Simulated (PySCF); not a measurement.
**GeH2BrF (SMILES [F][GeH2][Br]): HF/aug-pc-1**

Wanted: a structure relaxation of GeH2BrF. 

The calculation is run with PySCF 2.14.0.

## (1) The system as given

The species is GeH2BrF (5 atoms), meant as a singlet with charge 0. SMILES: `[F][GeH2][Br]`. Geometry: relaxed at PBE0-D4/def2-TZVP. The run starts from this shape.

Bond lengths: F1–Ge2 1.731 Å, Ge2–Br3 2.286 Å, Ge2–H4 1.529 Å, Ge2–H5 1.529 Å. Angles: F1–Ge2–Br3 106.7°, F1–Ge2–H4 106.9°, F1–Ge2–H5 106.9°, Br3–Ge2–H4 109.4°, Br3–Ge2–H5 109.4°, H4–Ge2–H5 117.0°.

## (2) A structure relaxation at HF/aug-pc-1

Contents of input.py:

```python
from pyscf import gto
from pyscf.geomopt.geometric_solver import kernel as optimise

mol = gto.M(
    atom='''
F     -2.653553    -1.202622     1.338493
Ge    -0.127745     0.229791    -0.167619
Br     3.375051    -2.112336     0.784614
H      0.143997     2.870683     0.972642
H     -0.643263     0.075400    -3.006365
''',
    verbose=3,
    unit='bohr',
    max_memory=1860,
    basis='aug-pc-1',
    charge=0,
)

myscf = mol.RHF()
myscf.conv_tol = 1e-10
converged, mol_eq = optimise(myscf, maxsteps=60, convergence_set='GAU_TIGHT')
print('converged:', converged)
print(mol_eq.tostring())

myscf.reset(mol_eq)
mol = mol_eq
myscf.kernel()
if not myscf.converged:
    myscf = myscf.newton().run(myscf.mo_coeff, myscf.mo_occ)
etot = myscf.e_tot
print('Final energy', etot)
```

Command:

```
$ OMP_NUM_THREADS=1 python input.py
```

The program printed:

```text
convergence_set           GAU_TIGHT
maxiter                   60
----------------------------------------------------------
Custom engine selected.
Bonds will be generated from interatomic distances less than 1.20 times sum of covalent radii
15 internal coordinates being used (instead of 15 Cartesians)
Internal coordinate system (atoms numbered from 1):
Distance 1-2
Distance 2-3
Distance 2-4
Distance 2-5
Angle 1-2-3
Angle 1-2-4
Angle 1-2-5
Angle 3-2-4
Angle 3-2-5
Angle 4-2-5
Translation-X 1-5
Translation-Y 1-5
Translation-Z 1-5
Rotation-A 1-5
Rotation-B 1-5
Rotation-C 1-5
> ===== Optimization Info: ====
> Job type: Energy minimization
> Maximum number of optimization cycles: 60
> Initial / maximum trust radius (Angstrom): 0.100 / 0.300
> Convergence Criteria:
> Will converge when all 5 criteria are reached:
>  |Delta-E| < 1.00e-06
>  RMS-Grad  < 1.00e-05
>  Max-Grad  < 1.50e-05
>  RMS-Disp  < 4.00e-05
>  Max-Disp  < 6.00e-05
> === End Optimization Info ===

Geometry optimization cycle 1
Cartesian coordinates (Angstrom)
 Atom        New coordinates             dX        dY        dZ
   F  -1.404200  -0.636400   0.708300    0.000000  0.000000  0.000000
[... 4 lines left out ...]
converged SCF energy = -4748.21222311976
[... 9 lines left out ...]
Step    0 : Gradient = 8.203e-03/1.353e-02 (rms/max) Energy = -4748.2122231198
[... 10 lines left out ...]
converged SCF energy = -4748.2126306212
[... 20 lines left out ...]
converged SCF energy = -4748.21265086743
[... 20 lines left out ...]
converged SCF energy = -4748.21265174957
[... 20 lines left out ...]
converged SCF energy = -4748.21265179687
[... 20 lines left out ...]
converged SCF energy = -4748.21265180103
[... 12 lines left out ...]
Geometry optimization cycle 7
Cartesian coordinates (Angstrom)
 Atom        New coordinates             dX        dY        dZ
   F  -1.410571  -0.634629   0.708298   -0.000041  0.000036 -0.000017
  Ge  -0.074073   0.130322  -0.093537    0.000004 -0.000012  0.000008
  Br   1.803337  -1.127129   0.418341    0.000026  0.000026 -0.000023
   H   0.072256   1.512418   0.506873    0.000007 -0.000019  0.000025
   H  -0.340948   0.045417  -1.581375    0.000004 -0.000031  0.000008
converged SCF energy = -4748.21265180158
--------------- RHF_Scanner gradients ---------------
         x                y                z
0 F    -0.0000000093    -0.0000002646     0.0000001868
1 Ge    -0.0000002375     0.0000013599    -0.0000009098
2 Br     0.0000005367    -0.0000006219     0.0000003316
3 H    -0.0000001955    -0.0000004192    -0.0000000646
4 H    -0.0000000944    -0.0000000542     0.0000004559
----------------------------------------------
cycle 7: E = -4748.2126518  dE = -5.49335e-10  norm(grad) = 2.0152e-06
Step    6 : Displace = 3.845e-05/5.667e-05 (rms/max) Trust = 3.000e-01 (=) Grad = 9.012e-07/1.653e-06 (rms/max) E (change) = -4748.2126518016 (-5.493e-10) Quality = 1.224
Hessian Eigenvalues: 4.99999e-02 5.00000e-02 5.00000e-02 ... 1.90621e-01 2.13876e-01 3.32277e-01
Converged! =D

converged: True
F          -1.41057108       -0.63462876        0.70829794
Ge         -0.07407346        0.13032222       -0.09353697
Br          1.80333697       -1.12712854        0.41834108
H           0.07225606        1.51241835        0.50687325
H          -0.34094813        0.04541664       -1.58137548
converged SCF energy = -4748.21265180158
Final energy -4748.212651801582
```

It took 11 min on 1 thread of Intel Xeon at 2.50GHz (Skylake/Cascade Lake), shared host; peak memory 0.31 GiB.

The path in brief:

| step | energy from the first frame kept (eV) | largest force (eV/Å) |
| --- | --- | --- |
| 0 | 0.0000 | 0.6957 |
| 1 | -0.0111 | 0.0745 |
| 2 | -0.0116 | 0.0206 |
| 3 | -0.0117 | 0.0049 |
| 4 | -0.0117 | 0.0008 |
| 5 | -0.0117 | 0.0004 |
| 6 | -0.0117 | 0.0001 |

After the run. Bond lengths: F1–Ge2 1.736 Å, Ge2–Br3 2.317 Å, Ge2–H4 1.514 Å, Ge2–H5 1.514 Å. Angles: F1–Ge2–Br3 106.4°, F1–Ge2–H4 107.1°, F1–Ge2–H5 107.1°, Br3–Ge2–H4 109.2°, Br3–Ge2–H5 109.2°, H4–Ge2–H5 117.3°.

## (3) Outcome

At HF/aug-pc-1:

| quantity | value |
| --- | --- |
| total energy at the end | -4748.21265 Eh |
| dipole moment | 2.61 D |
| HOMO energy | -11.66 eV |
| LUMO energy | 0.79 eV |
| HOMO–LUMO gap | 12.46 eV |

At the final geometry: Bond lengths: F1–Ge2 1.736 Å, Ge2–Br3 2.317 Å, Ge2–H4 1.514 Å, Ge2–H5 1.514 Å. Angles: F1–Ge2–Br3 106.4°, F1–Ge2–H4 107.1°, F1–Ge2–H5 107.1°, Br3–Ge2–H4 109.2°, Br3–Ge2–H5 109.2°, H4–Ge2–H5 117.3°. The optimisation took 6 steps and changed the energy by -0.012 eV. Mulliken charges run from -0.84 on F1 to +1.03 on Ge2; in a basis this large or diffuse they mean little.
